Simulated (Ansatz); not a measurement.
# ZnS: a point defect seen from the nuclei (N on an S site), part 2 of 3

How do the nuclei near a point defect see it? The defect is N on an S site in ZnS (cell charge -1), first unrelaxed. The cell is a supercell built from a computed entry of the Materials Project. Planned: a single point, then a relaxation, then r2SCAN.

Ansatz 0.2.0; DFT, PBE, plane-wave PAW, default files, scalar-relativistic, as far as a step names no other. The steps go on from the part before.

## (3) Ions relaxed

Changes to input.yaml since step 2:

```diff
@@ -53,5 +53,4 @@
     contact_densities: true
-  write_density: true
-  write_potential: true
-  elf: true
-  volumetric_format: npy
+relax:
+  f_tol: 0.03
+  max_steps: 40
```

Run with:

```console
ansatz run input.yaml --threads 1 --pin off --max-ram 3072MiB --backend cpu --events-out ev --progress --plain --runs-dir out
```

What it wrote:

```text
Warning: output.stress: scf.convergence.dr2_threshold = 1e-7 eV (the SCF's general default) is looser than the 3.2e-9 eV advised for a printed stress (1e-10 eV for each atom of the cell: 32). What an SCF threshold leaves in a stress goes as its square root, and in the free energy as the threshold itself, and one threshold admits the most on a small cell: of the crystals measured, under no hybrid functional and no lock of the moments, on runs that ended without the residual-converged pass, on stresses that held no estimate of that error, the worst erred by over 100 MPa in a component at 1e-7 eV an atom and by under 5 at 1e-10. Every solve of this run answers to scf.convergence.dr2_threshold, and the tensor of one is reported: a single SCF on the reported geometry and on this run's grids (its basis.xc_grid and basis.ecutrho_ratio typed), with scf.convergence.dr2_threshold at 3.2e-9 eV or tighter, prints it and tightens no other solve. Else set scf.convergence.dr2_threshold to 3.2e-9 eV or tighter. The threshold is an SCF's pass mark: one that does not reach it within its budget of iterations ends unconverged, or closes short of it on a stop that the run arms, and scf.convergence.dr2_threshold's page says what that costs each kind of run
Warning: RAYON_NUM_THREADS=1 ignored (pool sized by the plan → 1); use --threads N
[... 10 set-up lines as earlier in the session ...]
Crystal: 32 atoms, lattice volume = 625.973 Å³
Basis set: ecut = 420 eV, 12263 PW (Γ), exchange–correlation on 108×108×180 points (8 copies of the dense FFT grid, shifted against one another)
Bands: 176, of which v1, the nominal top of the filled ones, is band 144 counted from 1 (143 counted from 0)
[... 2 set-up lines as earlier in the session ...]
k-points: 6 of 18 (time reversal used)
[... 10 set-up lines as earlier in the session ...]
SCF iter   1: F=—  HF=-67034.857889 eV  |F-HF|=—  |Δ(HF+E_count)|=         —  Δρ=1.73e-2  dr2=1.86e0  ethr=1.77e-3  ⟨swp⟩=6.8  Hψ=4544  notcnv=0  defer=40
preconditioner: auto → Resta (q_TF=auto, 2.397 Å⁻¹)  ε∞=7.0  [insulator: Δε(μ)=1.305 eV  Ē_g=10.315 eV  σ=0.010 eV  W_gap=1.00  n_scr=134 (ndim 8)  ℏωp=25.2 eV  f_vac=0.040  D(μ)=0.00/eV (n_scr^D=0)  ε∞_Penn≈7.0]
SCF iter   2: F=—  HF=-67034.448812 eV  |F-HF|=—  |Δ(HF+E_count)|=   4.09e-1  Δρ=5.51e-3  dr2=2.07e-1  ethr=6.46e-4  ⟨swp⟩=2.0  Hψ=2023  notcnv=0  defer=161
SCF iter   3: F=—  HF=-67034.359558 eV  |F-HF|=—  |Δ(HF+E_count)|=   8.93e-2  Δρ=2.63e-3  dr2=1.08e-1  ethr=7.18e-5  ⟨swp⟩=2.0  Hψ=2023  notcnv=0  defer=161
SCF iter   4: F=—  HF=-67034.333385 eV  |F-HF|=—  |Δ(HF+E_count)|=   2.62e-2  Δρ=1.21e-3  dr2=1.87e-2  ethr=3.76e-5  ⟨swp⟩=3.3  Hψ=1656  notcnv=0  defer=161
SCF iter   5: F=—  HF=-67034.333289 eV  |F-HF|=—  |Δ(HF+E_count)|=   9.63e-5  Δρ=1.41e-3  dr2=1.48e-2  ethr=6.49e-6  ⟨swp⟩=2.2  Hψ=2033  notcnv=0  defer=156
SCF iter   6: F=—  HF=-67034.330086 eV  |F-HF|=—  |Δ(HF+E_count)|=   3.20e-3  Δρ=1.81e-4  dr2=4.78e-4  ethr=5.12e-6  ⟨swp⟩=2.5  Hψ=1713  notcnv=0  defer=156
SCF iter   7: F=—  HF=-67034.330322 eV  |F-HF|=—  |Δ(HF+E_count)|=   2.35e-4  Δρ=8.29e-5  dr2=5.94e-5  ethr=1.66e-7  ⟨swp⟩=2.0  Hψ=1722  notcnv=0  defer=156
SCF iter   8: F=—  HF=-67034.330358 eV  |F-HF|=—  |Δ(HF+E_count)|=   3.61e-5  Δρ=7.25e-5  dr2=1.86e-5  ethr=7.81e-9  ⟨swp⟩=4.2  Hψ=3584  notcnv=0
SCF iter   9: F=-67034.330351 eV  HF=-67034.330351 eV  |F-HF|=3.65e-7  |Δ(HF+E_count)|=   7.36e-6  Δρ=1.90e-5  dr2=3.56e-6  ethr=6.47e-9  ⟨swp⟩=4.0  Hψ=3499  notcnv=0
SCF 1 converged in 9 iterations: F = -67034.330351 eV  dr2 = 3.56e-6
relax step   1: F+E_penalty+E_count = -67034.33035090 eV  Δ(F+E_penalty+E_count) = +0.000e0 eV  max|allowed force component| = 2.593e0 eV/Å  Δτ_max = 0.0000 Å  (9 SCF iters, dr2 threshold 2.25e-5 eV, accepted)
Initial density: handed on by an earlier stage of this run
Initial wavefunctions: those handed on with the density
iter 1 solved again at ethr=7.33e-5 eV; its pass at ethr=3.10e-3 eV (dr2=2.11e-1 eV) is discarded
SCF iter   1: F=—  HF=-67035.934880 eV  |F-HF|=—  |Δ(HF+E_count)|=         —  Δρ=6.84e-3  dr2=2.10e-1  ethr=7.33e-5  ⟨swp⟩=1.2  Hψ=4139  notcnv=0  defer=159
preconditioner: auto → Resta (q_TF=auto, 2.397 Å⁻¹)  ε∞=6.7  [insulator: Δε(μ)=1.329 eV  Ē_g=10.577 eV  σ=0.010 eV  W_gap=1.00  n_scr=134 (ndim 8)  ℏωp=25.2 eV  f_vac=0.037  D(μ)=0.00/eV (n_scr^D=0)  ε∞_Penn≈6.7]
SCF iter   2: F=—  HF=-67035.893476 eV  |F-HF|=—  |Δ(HF+E_count)|=   4.14e-2  Δρ=3.16e-3  dr2=8.34e-2  ethr=7.31e-5  ⟨swp⟩=2.2  Hψ=1706  notcnv=0  defer=159
SCF iter   3: F=—  HF=-67035.879612 eV  |F-HF|=—  |Δ(HF+E_count)|=   1.39e-2  Δρ=2.05e-3  dr2=2.76e-2  ethr=2.90e-5  ⟨swp⟩=2.5  Hψ=1640  notcnv=0  defer=159
SCF iter   4: F=—  HF=-67035.872469 eV  |F-HF|=—  |Δ(HF+E_count)|=   7.14e-3  Δρ=5.29e-4  dr2=4.39e-3  ethr=9.59e-6  ⟨swp⟩=2.2  Hψ=2029  notcnv=0  defer=157
SCF iter   5: F=—  HF=-67035.872035 eV  |F-HF|=—  |Δ(HF+E_count)|=   4.34e-4  Δρ=2.01e-4  dr2=2.90e-4  ethr=1.52e-6  ⟨swp⟩=2.0  Hψ=1730  notcnv=0  defer=157
SCF iter   6: F=—  HF=-67035.872150 eV  |F-HF|=—  |Δ(HF+E_count)|=   1.15e-4  Δρ=1.84e-4  dr2=1.98e-4  ethr=1.01e-7  ⟨swp⟩=2.0  Hψ=1673  notcnv=0  defer=157
SCF iter   7: F=-67035.872103 eV  HF=-67035.872119 eV  |F-HF|=1.54e-5  |Δ(HF+E_count)|=   3.13e-5  Δρ=6.96e-5  dr2=3.57e-5  ethr=3.47e-8  ⟨swp⟩=2.0  Hψ=3616  notcnv=0
SCF 2 converged in 7 iterations: F = -67035.872103 eV  dr2 = 3.57e-5
relax step   2: F+E_penalty+E_count = -67035.87210331 eV  Δ(F+E_penalty+E_count) = -1.542e0 eV  max|allowed force component| = 1.765e0 eV/Å  Δτ_max = 0.1949 Å  (7 SCF iters, dr2 threshold 1.00e-4 eV, accepted)
SCF iter   1: F=—  HF=-67036.614840 eV  |F-HF|=—  |Δ(HF+E_count)|=         —  Δρ=7.87e-3  dr2=2.84e-1  ethr=7.04e-4  ⟨swp⟩=5.0  Hψ=3501  notcnv=0  defer=96
preconditioner: auto → Resta (q_TF=auto, 2.397 Å⁻¹)  ε∞=6.7  [insulator: Δε(μ)=1.814 eV  Ē_g=10.570 eV  σ=0.010 eV  W_gap=1.00  n_scr=134 (ndim 8)  ℏωp=25.2 eV  f_vac=0.036  D(μ)=0.00/eV (n_scr^D=0)  ε∞_Penn≈6.7]
SCF iter   2: F=—  HF=-67036.554208 eV  |F-HF|=—  |Δ(HF+E_count)|=   6.06e-2  Δρ=3.43e-3  dr2=9.73e-2  ethr=9.88e-5  ⟨swp⟩=2.0  Hψ=2112  notcnv=0  defer=156
SCF iter   3: F=—  HF=-67036.536290 eV  |F-HF|=—  |Δ(HF+E_count)|=   1.79e-2  Δρ=1.83e-3  dr2=2.98e-2  ethr=3.38e-5  ⟨swp⟩=2.0  Hψ=1151  notcnv=0  defer=157
SCF iter   4: F=—  HF=-67036.529069 eV  |F-HF|=—  |Δ(HF+E_count)|=   7.22e-3  Δρ=4.47e-4  dr2=3.31e-3  ethr=1.03e-5  ⟨swp⟩=2.7  Hψ=1960  notcnv=0  defer=157
SCF iter   5: F=—  HF=-67036.529152 eV  |F-HF|=—  |Δ(HF+E_count)|=   8.25e-5  Δρ=4.33e-4  dr2=7.46e-4  ethr=1.15e-6  ⟨swp⟩=2.0  Hψ=1847  notcnv=0  defer=157
SCF iter   6: F=—  HF=-67036.528789 eV  |F-HF|=—  |Δ(HF+E_count)|=   3.62e-4  Δρ=1.29e-4  dr2=1.06e-4  ethr=2.59e-7  ⟨swp⟩=2.0  Hψ=1933  notcnv=0  defer=157
SCF iter   7: F=-67036.528840 eV  HF=-67036.528832 eV  |F-HF|=7.71e-6  |Δ(HF+E_count)|=   4.26e-5  Δρ=2.95e-5  dr2=9.63e-6  ethr=3.47e-8  ⟨swp⟩=2.0  Hψ=3287  notcnv=0
SCF 3 converged in 7 iterations: F = -67036.528840 eV  dr2 = 9.63e-6
relax step   3: F+E_penalty+E_count = -67036.52883974 eV  Δ(F+E_penalty+E_count) = -6.567e-1 eV  max|allowed force component| = 2.952e-1 eV/Å  Δτ_max = 0.1949 Å  (7 SCF iters, dr2 threshold 1.00e-4 eV, accepted)
SCF iter   1: F=—  HF=-67036.536952 eV  |F-HF|=—  |Δ(HF+E_count)|=         —  Δρ=1.48e-3  dr2=6.87e-3  ethr=7.90e-5  ⟨swp⟩=4.7  Hψ=2254  notcnv=0  defer=159
preconditioner: auto → Resta (q_TF=auto, 2.397 Å⁻¹)  ε∞=6.7  [insulator: Δε(μ)=1.814 eV  Ē_g=10.573 eV  σ=0.010 eV  W_gap=1.00  n_scr=134 (ndim 8)  ℏωp=25.2 eV  f_vac=0.036  D(μ)=0.00/eV (n_scr^D=0)  ε∞_Penn≈6.7]
SCF iter   2: F=—  HF=-67036.536426 eV  |F-HF|=—  |Δ(HF+E_count)|=   5.26e-4  Δρ=7.93e-4  dr2=2.18e-3  ethr=2.39e-6  ⟨swp⟩=2.5  Hψ=1710  notcnv=0  defer=159
SCF iter   3: F=—  HF=-67036.536479 eV  |F-HF|=—  |Δ(HF+E_count)|=   5.29e-5  Δρ=3.82e-4  dr2=8.24e-4  ethr=7.56e-7  ⟨swp⟩=2.2  Hψ=1781  notcnv=0  defer=159
SCF iter   4: F=—  HF=-67036.536223 eV  |F-HF|=—  |Δ(HF+E_count)|=   2.56e-4  Δρ=8.46e-5  dr2=8.09e-5  ethr=2.86e-7  ⟨swp⟩=2.0  Hψ=1761  notcnv=0  defer=159
SCF iter   5: F=—  HF=-67036.536219 eV  |F-HF|=—  |Δ(HF+E_count)|=   3.88e-6  Δρ=5.88e-5  dr2=2.81e-5  ethr=2.81e-8  ⟨swp⟩=2.0  Hψ=1761  notcnv=0  defer=159
SCF iter   6: F=-67036.536215 eV  HF=-67036.536215 eV  |F-HF|=3.83e-7  |Δ(HF+E_count)|=   4.52e-6  Δρ=1.87e-5  dr2=3.41e-6  ethr=1.89e-9  ⟨swp⟩=2.0  Hψ=3705  notcnv=0
SCF 4 converged in 6 iterations: F = -67036.536215 eV  dr2 = 3.41e-6
relax step   4: F+E_penalty+E_count = -67036.53621489 eV  Δ(F+E_penalty+E_count) = -7.375e-3 eV  max|allowed force component| = 2.312e-1 eV/Å  Δτ_max = 0.0318 Å  (6 SCF iters, dr2 threshold 5.45e-6 eV, accepted)
SCF iter   1: F=—  HF=-67036.544398 eV  |F-HF|=—  |Δ(HF+E_count)|=         —  Δρ=6.90e-4  dr2=1.93e-3  ethr=4.26e-6  ⟨swp⟩=4.3  Hψ=2366  notcnv=0  defer=159
preconditioner: auto → Resta (q_TF=auto, 2.397 Å⁻¹)  ε∞=6.7  [insulator: Δε(μ)=1.828 eV  Ē_g=10.574 eV  σ=0.010 eV  W_gap=1.00  n_scr=134 (ndim 8)  ℏωp=25.2 eV  f_vac=0.036  D(μ)=0.00/eV (n_scr^D=0)  ε∞_Penn≈6.7]
SCF iter   2: F=—  HF=-67036.543986 eV  |F-HF|=—  |Δ(HF+E_count)|=   4.12e-4  Δρ=3.32e-4  dr2=4.82e-4  ethr=6.71e-7  ⟨swp⟩=2.0  Hψ=2081  notcnv=0  defer=159
SCF iter   3: F=—  HF=-67036.543946 eV  |F-HF|=—  |Δ(HF+E_count)|=   3.91e-5  Δρ=1.66e-4  dr2=1.52e-4  ethr=1.67e-7  ⟨swp⟩=2.0  Hψ=1760  notcnv=0  defer=159
SCF iter   4: F=—  HF=-67036.543923 eV  |F-HF|=—  |Δ(HF+E_count)|=   2.36e-5  Δρ=4.38e-5  dr2=1.82e-5  ethr=5.28e-8  ⟨swp⟩=2.0  Hψ=1761  notcnv=0  defer=159
SCF iter   5: F=—  HF=-67036.543922 eV  |F-HF|=—  |Δ(HF+E_count)|=   3.89e-7  Δρ=2.87e-5  dr2=7.00e-6  ethr=6.33e-9  ⟨swp⟩=2.0  Hψ=1760  notcnv=0  defer=159
SCF iter   6: F=-67036.543921 eV  HF=-67036.543921 eV  |F-HF|=3.31e-8  |Δ(HF+E_count)|=   1.83e-6  Δρ=8.63e-6  dr2=8.07e-7  ethr=1.16e-9  ⟨swp⟩=4.0  Hψ=3558  notcnv=0
SCF 5 converged in 6 iterations: F = -67036.543921 eV  dr2 = 8.07e-7
relax step   5: F+E_penalty+E_count = -67036.54392066 eV  Δ(F+E_penalty+E_count) = -7.706e-3 eV  max|allowed force component| = 3.059e-2 eV/Å  Δτ_max = 0.0155 Å  (6 SCF iters, dr2 threshold 3.34e-6 eV, accepted)
SCF iter   1: F=—  HF=-67036.544667 eV  |F-HF|=—  |Δ(HF+E_count)|=         —  Δρ=3.11e-4  dr2=3.84e-4  ethr=1.14e-6  ⟨swp⟩=3.3  Hψ=2337  notcnv=0  defer=159
preconditioner: auto → Resta (q_TF=auto, 2.397 Å⁻¹)  ε∞=6.7  [insulator: Δε(μ)=1.829 eV  Ē_g=10.574 eV  σ=0.010 eV  W_gap=1.00  n_scr=134 (ndim 8)  ℏωp=25.2 eV  f_vac=0.037  D(μ)=0.00/eV (n_scr^D=0)  ε∞_Penn≈6.7]
SCF iter   2: F=—  HF=-67036.544605 eV  |F-HF|=—  |Δ(HF+E_count)|=   6.17e-5  Δρ=1.61e-4  dr2=1.15e-4  ethr=1.33e-7  ⟨swp⟩=1.0  Hψ=1218  notcnv=0  defer=159
SCF iter   3: F=—  HF=-67036.544584 eV  |F-HF|=—  |Δ(HF+E_count)|=   2.09e-5  Δρ=5.51e-5  dr2=2.42e-5  ethr=3.99e-8  ⟨swp⟩=2.0  Hψ=1759  notcnv=0  defer=159
SCF iter   4: F=—  HF=-67036.544479 eV  |F-HF|=—  |Δ(HF+E_count)|=   1.06e-4  Δρ=2.01e-5  dr2=4.43e-6  ethr=8.39e-9  ⟨swp⟩=2.0  Hψ=1761  notcnv=0  defer=159
SCF iter   5: F=—  HF=-67036.544478 eV  |F-HF|=—  |Δ(HF+E_count)|=   6.98e-7  Δρ=1.09e-5  dr2=9.15e-7  ethr=1.54e-9  ⟨swp⟩=2.0  Hψ=1650  notcnv=0  defer=159
SCF iter   6: F=—  HF=-67036.544478 eV  |F-HF|=—  |Δ(HF+E_count)|=   1.64e-7  Δρ=4.44e-6  dr2=1.60e-7  ethr=3.18e-10  ⟨swp⟩=2.0  Hψ=1761  notcnv=0  defer=159
SCF iter   7: F=-67036.544478 eV  HF=-67036.544478 eV  |F-HF|=8.21e-9  |Δ(HF+E_count)|=   3.79e-8  Δρ=1.35e-6  dr2=2.40e-8  ethr=3.47e-11  ⟨swp⟩=4.0  Hψ=3313  notcnv=0
SCF 6 converged in 7 iterations: F = -67036.544478 eV  dr2 = 2.40e-8
relax step   6: F+E_penalty+E_count = -67036.54447795 eV  Δ(F+E_penalty+E_count) = -5.573e-4 eV  max|allowed force component| = 1.054e-2 eV/Å  Δτ_max = 0.0098 Å  (7 SCF iters, accepted)
NSCF: frozen V_eff on 6 k-points
the band table was solved once a step of the walk had ended and its energy, with any forces and stress, was formed, with the checks that follow a solve (4470 applications of the Hamiltonian). They found nothing against the state; the energy, forces and stress were not computed again (output.eigenvalues in the input reference)
SCF converged after 7 iterations
Free energy (F): -67036.544478 eV
Harris-Foulkes:  -67036.544478 eV  (|F-HF|=8.21e-9)
Internal energy: -67036.544478 eV  (E = F + TS)
E sigma→0 (E₀):  -67036.544478 eV
Fermi energy:    6.772329 eV
--- Per-component energies (eV) ---
[... 15 lines left out ...]
--- Forces (eV/Å), atoms counted from 1 ---
  atom   1  Zn     0.00000000     0.00000000     0.01054281
  atom   2  Zn     0.00000000     0.00000000    -0.00224541
  atom   3  Zn    -0.00530986    -0.00306565     0.00582157
  atom   4  Zn     0.00034712     0.00020041    -0.00308013
  atom   5  Zn    -0.00000000     0.00613130     0.00582157
  atom   6  Zn     0.00000000    -0.00040082    -0.00308013
[... 26 lines left out ...]
  max |Σ_I F_I| component: 2.25e-5 eV/Å
--- Stress (GPa, compression-positive) ---
        0.181610       0.000000      -0.000000
       -0.000000       0.181610      -0.000000
       -0.000000      -0.000000       0.299949
  P = ⅓ Tr σ = 0.2211 GPa (2.211 kbar)
--- PAW observables at the nuclei: V_zz in 10²¹ V/m², potentials from the cell's mean, atoms counted from 1 ---
  atom   1  Zn V_zz =    -8.308896   η = 0.0000   by run symmetry: allowed   C_q = -24.5108 MHz
            electrostatic potential = -3941.852472 V   contact ρ = 166604.414490 e/Å³
  atom   2  Zn V_zz =    +0.345506   η = 0.0000   by run symmetry: allowed   C_q = +1.0192 MHz
            electrostatic potential = -3941.445666 V   contact ρ = 166604.350247 e/Å³
  atom   3  Zn V_zz =    -1.097008   η = 0.7961   by run symmetry: allowed   C_q = -3.2361 MHz
            electrostatic potential = -3941.500635 V   contact ρ = 166604.223321 e/Å³
  atom   4  Zn V_zz =    +1.190414   η = 0.4741   by run symmetry: allowed   C_q = +3.5117 MHz
            electrostatic potential = -3941.382003 V   contact ρ = 166603.867898 e/Å³
  atom   5  Zn V_zz =    -1.097008   η = 0.7961   by run symmetry: allowed   C_q = -3.2361 MHz
            electrostatic potential = -3941.500635 V   contact ρ = 166604.223321 e/Å³
  atom   6  Zn V_zz =    +1.190414   η = 0.4741   by run symmetry: allowed   C_q = +3.5117 MHz
            electrostatic potential = -3941.382003 V   contact ρ = 166603.867897 e/Å³
  atom   7  Zn V_zz =    -1.097008   η = 0.7961   by run symmetry: allowed   C_q = -3.2361 MHz
            electrostatic potential = -3941.500635 V   contact ρ = 166604.223321 e/Å³
  atom   8  Zn V_zz =    +1.190414   η = 0.4741   by run symmetry: allowed   C_q = +3.5117 MHz
            electrostatic potential = -3941.382003 V   contact ρ = 166603.867898 e/Å³
  atom   9  Zn V_zz =    -8.010184   η = 0.0236   by run symmetry: allowed   C_q = -23.6296 MHz
            electrostatic potential = -3941.904698 V   contact ρ = 166603.662120 e/Å³
  atom  10  Zn V_zz =    -0.801667   η = 0.6359   by run symmetry: allowed   C_q = -2.3649 MHz
            electrostatic potential = -3941.302770 V   contact ρ = 166603.940979 e/Å³
  atom  11  Zn V_zz =    -8.010184   η = 0.0236   by run symmetry: allowed   C_q = -23.6296 MHz
            electrostatic potential = -3941.904698 V   contact ρ = 166603.662120 e/Å³
  atom  12  Zn V_zz =    -0.801667   η = 0.6359   by run symmetry: allowed   C_q = -2.3649 MHz
            electrostatic potential = -3941.302770 V   contact ρ = 166603.940980 e/Å³
  atom  13  Zn V_zz =    -8.010184   η = 0.0236   by run symmetry: allowed   C_q = -23.6296 MHz
            electrostatic potential = -3941.904698 V   contact ρ = 166603.662120 e/Å³
  atom  14  Zn V_zz =    -0.801667   η = 0.6359   by run symmetry: allowed   C_q = -2.3649 MHz
            electrostatic potential = -3941.302770 V   contact ρ = 166603.940979 e/Å³
  atom  15  Zn V_zz =    +2.297040   η = 0.0000   by run symmetry: allowed   C_q = +6.7761 MHz
            electrostatic potential = -3941.619109 V   contact ρ = 166604.388981 e/Å³
  atom  16  Zn V_zz =    -0.331186   η = 0.0000   by run symmetry: allowed   C_q = -0.9770 MHz
            electrostatic potential = -3941.307221 V   contact ρ = 166603.990122 e/Å³
  atom  17  N  V_zz =    -0.218969   η = 0.0000   by run symmetry: allowed   C_q = -0.1082 MHz
            electrostatic potential = -513.894094 V   contact ρ = 1414.500514 e/Å³
  atom  18  S  V_zz =    +0.225145   η = 0.0000   by run symmetry: allowed   C_q = -0.3778 MHz
            electrostatic potential = -1632.838029 V   contact ρ = 19765.047481 e/Å³
  atom  19  S  V_zz =    -1.947536   η = 0.2083   by run symmetry: allowed   C_q = +3.2681 MHz
            electrostatic potential = -1633.186386 V   contact ρ = 19765.756252 e/Å³
  atom  20  S  V_zz =    +0.471753   η = 0.0846   by run symmetry: allowed   C_q = -0.7916 MHz
            electrostatic potential = -1632.810784 V   contact ρ = 19765.275330 e/Å³
  atom  21  S  V_zz =    -1.947536   η = 0.2083   by run symmetry: allowed   C_q = +3.2681 MHz
            electrostatic potential = -1633.186386 V   contact ρ = 19765.756252 e/Å³
  atom  22  S  V_zz =    +0.471753   η = 0.0846   by run symmetry: allowed   C_q = -0.7916 MHz
            electrostatic potential = -1632.810784 V   contact ρ = 19765.275330 e/Å³
  atom  23  S  V_zz =    -1.947536   η = 0.2083   by run symmetry: allowed   C_q = +3.2681 MHz
            electrostatic potential = -1633.186386 V   contact ρ = 19765.756252 e/Å³
  atom  24  S  V_zz =    +0.471753   η = 0.0846   by run symmetry: allowed   C_q = -0.7916 MHz
            electrostatic potential = -1632.810784 V   contact ρ = 19765.275330 e/Å³
  atom  25  S  V_zz =    -1.426553   η = 0.4434   by run symmetry: allowed   C_q = +2.3939 MHz
            electrostatic potential = -1633.008814 V   contact ρ = 19765.394382 e/Å³
  atom  26  S  V_zz =    +1.866544   η = 0.8787   by run symmetry: allowed   C_q = -3.1322 MHz
            electrostatic potential = -1632.982330 V   contact ρ = 19765.397210 e/Å³
  atom  27  S  V_zz =    -1.426553   η = 0.4434   by run symmetry: allowed   C_q = +2.3939 MHz
            electrostatic potential = -1633.008814 V   contact ρ = 19765.394382 e/Å³
  atom  28  S  V_zz =    +1.866544   η = 0.8787   by run symmetry: allowed   C_q = -3.1322 MHz
            electrostatic potential = -1632.982330 V   contact ρ = 19765.397210 e/Å³
  atom  29  S  V_zz =    -1.426553   η = 0.4434   by run symmetry: allowed   C_q = +2.3939 MHz
            electrostatic potential = -1633.008814 V   contact ρ = 19765.394382 e/Å³
  atom  30  S  V_zz =    +1.866544   η = 0.8787   by run symmetry: allowed   C_q = -3.1322 MHz
            electrostatic potential = -1632.982330 V   contact ρ = 19765.397210 e/Å³
  atom  31  S  V_zz =    -0.598917   η = 0.0000   by run symmetry: allowed   C_q = +1.0050 MHz
            electrostatic potential = -1632.966652 V   contact ρ = 19765.185698 e/Å³
  atom  32  S  V_zz =    +1.042703   η = 0.0000   by run symmetry: allowed   C_q = -1.7497 MHz
            electrostatic potential = -1632.943027 V   contact ρ = 19765.188554 e/Å³
--- Band table (eV; the first three rows and the last of 6) ---
[... 4 lines left out ...]
--- Relaxed structure (6 steps of the walk, 6 accepted, 0 SCFs on fresh bases) ---
  F+E_penalty+E_count = -67036.54447795 eV   max|allowed force component| = 1.054e-2 eV/Å
  atoms:
[... 32 lines left out ...]
--- Löwdin populations: 32 sites ---
  site symbol       q [e]
[... 32 lines left out ...]
  spilling = 0.011094 (of n_electrons = 288.000000)
```

Run time: 5.9 min. Hardware: 1 thread of Intel Xeon Platinum 8488C (Sapphire Rapids), shared host; peak memory 1.4 GiB.

The steps of the relaxation:

| step | energy change (eV) | largest force component (eV/Å) |
| --- | --- | --- |
| 1 | 0.0000 | 2.593 |
| 2 | -1.5418 | 1.765 |
| 3 | -2.1985 | 0.295 |
| 4 | -2.2059 | 0.231 |
| 5 | -2.2136 | 0.031 |
| 6 | -2.2141 | 0.011 |

Largest displacement: 0.381 Å (atom 1, Zn); mean 0.082 Å.

At the end: gap on the mesh 1.83 eV, largest force 0.011 eV/Å, pressure 0.2 GPa.

Against step 2 (V_zz in 10²¹ V/m²; 10 of 16 rows, with the four largest changes of size):

| site | atoms | V_zz, PBE | V_zz, PBE relaxed | η, PBE | η, PBE relaxed |
| --- | --- | --- | --- | --- | --- |
| N | 17 | 0.87 | -0.22 | 0.00 | 0.00 |
| Zn9 | 9, 11, 13 | 1.10 | -8.01 | 0.77 | 0.02 |
| Zn1 | 1 | -1.10 | -8.31 | 0.00 | 0.00 |
| S19 | 19, 21, 23 | -1.95 | -1.95 | 0.78 | 0.21 |
| S25 | 25, 27, 29 | -1.09 | -1.43 | 0.32 | 0.44 |
| S26 | 26, 28, 30 | -1.19 | 1.87 | 0.74 | 0.88 |
| Zn2 | 2 | 0.44 | 0.35 | 0.00 | 0.00 |
| Zn15 | 15 | 0.97 | 2.30 | 0.00 | 0.00 |
| Zn3 | 3, 5, 7 | -0.52 | -1.10 | 0.66 | 0.80 |
| Zn4 | 4, 6, 8 | 0.51 | 1.19 | 0.58 | 0.47 |

Site by site (atoms counted from 1): 11 of 16, those nearest the defect, the farthest of each element and the two largest gradients.

| site | atoms | distance from the defect (Å) | V_zz (10²¹ V/m²) | η | C_Q (MHz) |
| --- | --- | --- | --- | --- | --- |
| N | 17 | 0.00 | -0.22 | 0.00 | -0.108 (¹⁴N) |
| Zn1 | 1 | 1.97 | -8.31 | 0.00 | -24.5 (⁶⁷Zn) |
| Zn9 | 9, 11, 13 | 1.98 | -8.01 | 0.02 | -23.6 (⁶⁷Zn) |
| S25 | 25, 27, 29 | 3.74 | -1.43 | 0.44 | 2.39 (³³S) |
| S26 | 26, 28, 30 | 3.76 | 1.87 | 0.88 | -3.13 (³³S) |
| S19 | 19, 21, 23 | 3.81 | -1.95 | 0.21 | 3.27 (³³S) |
| Zn2 | 2 | 3.90 | 0.35 | 0.00 | 1.02 (⁶⁷Zn) |
| Zn15 | 15 | 4.45 | 2.30 | 0.00 | 6.78 (⁶⁷Zn) |
| Zn3 | 3, 5, 7 | 4.45 | -1.10 | 0.80 | -3.24 (⁶⁷Zn) |
| Zn16 | 16 | 7.02 | -0.33 | 0.00 | -0.977 (⁶⁷Zn) |
| S20 | 20, 22, 24 | 7.29 | 0.47 | 0.08 | -0.792 (³³S) |

Direction of the V_zz axis (Cartesian unit vector):

| site | atom | x | y | z |
| --- | --- | --- | --- | --- |
| Zn1 | 1 | 0.00 | 0.00 | 1.00 |
| Zn2 | 2 | 0.00 | 0.00 | 1.00 |
| Zn3 | 3 | -0.03 | -0.02 | 1.00 |
| Zn4 | 4 | 0.08 | 0.05 | 1.00 |
| Zn9 | 9 | 0.83 | -0.48 | 0.30 |
| Zn10 | 10 | -0.17 | 0.10 | 0.98 |
| Zn15 | 15 | 0.00 | 0.00 | 1.00 |
| Zn16 | 16 | 0.00 | 0.00 | 1.00 |
| N | 17 | 0.00 | 0.00 | 1.00 |
| S18 | 18 | 0.00 | 0.00 | 1.00 |

The sizes of the gradients above 0.15 moved by 68 % in the median, over a factor of two at the site that moves most (small gradients counted from 0.15; Zn1, -1.10 to -8.31), with a change of sign at N, Zn9, S26 and others.

[end of part 2 of 3]
